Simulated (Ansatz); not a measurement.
# BaIr3: the cost of one run

Method: DFT PBE, scalar-relativistic, plane waves, PAW, in Ansatz 0.2.0.

## 1. Starting point

The structure is cubic, space group Pm-3m (No. 221). Conventional cell: a = 4.238 Å, b = 4.238 Å, c = 4.238 Å, α = 90.00°, β = 90.00°, γ = 90.00°. Ba (site symmetry m-3m) has 12 Ir at 3.00 Å as nearest neighbours. Around Ir (site symmetry 4/mmm) lie 4 Ba at 3.00 Å and 8 Ir at 3.00 Å.

Coordinates:

```
CELL_PARAMETERS angstrom
4.23840 0.00000 0.00000
0.00000 4.23840 0.00000
0.00000 0.00000 4.23840
ATOMIC_POSITIONS crystal
Ba 0.00000 0.00000 0.00000
Ir 0.00000 0.50000 0.50000
Ir 0.50000 0.00000 0.50000
Ir 0.50000 0.50000 0.00000
```

This is candidate A: Cu3Au (L1_2) type (Pm-3m, No. 221).

(A quick probe on a coarse mesh, which set the mesh and smearing, is not shown.)

## 3. The relaxation (candidate A)

File input.yaml:

```yaml
crystal:
  lattice:
    - [4.2383974027, 0.0, 0.0]
    - [0.0, 4.2383974027, 0.0]
    - [0.0, 0.0, 4.2383974027]
  atoms:
    - { symbol: Ba, position: [0.0, 0.0, 0.0] }
    - { symbol: Ir, position: [0.0, 0.5, 0.5] }
    - { symbol: Ir, position: [0.5, 0.0, 0.5] }
    - { symbol: Ir, position: [0.5, 0.5, 0.0] }
basis:
  ecutwfc: 420
kpoints:
  mp_grid: { grid: [12, 12, 12] }
hamiltonian:
  xc: pbe
scf:
  occupations: { method: gaussian, width: 0.1 }
output:
  forces: true
  stress: true
  eigenvalues: true
relax:
  adjacent_minimum: "off"
  f_tol: 0.01
  max_steps: 80
  cell: { stress_tol: 0.05 }
```

On the command line:

```bash
$ ansatz run input.yaml --threads 1 --pin off --max-ram 2560MiB --backend cpu --events-out ev --progress --plain --runs-dir out
```

Q: Estimate wall time and peak memory on 1 thread of Arm Neoverse V2, shared host.

About 67 s, with a peak of 0.47 GiB.
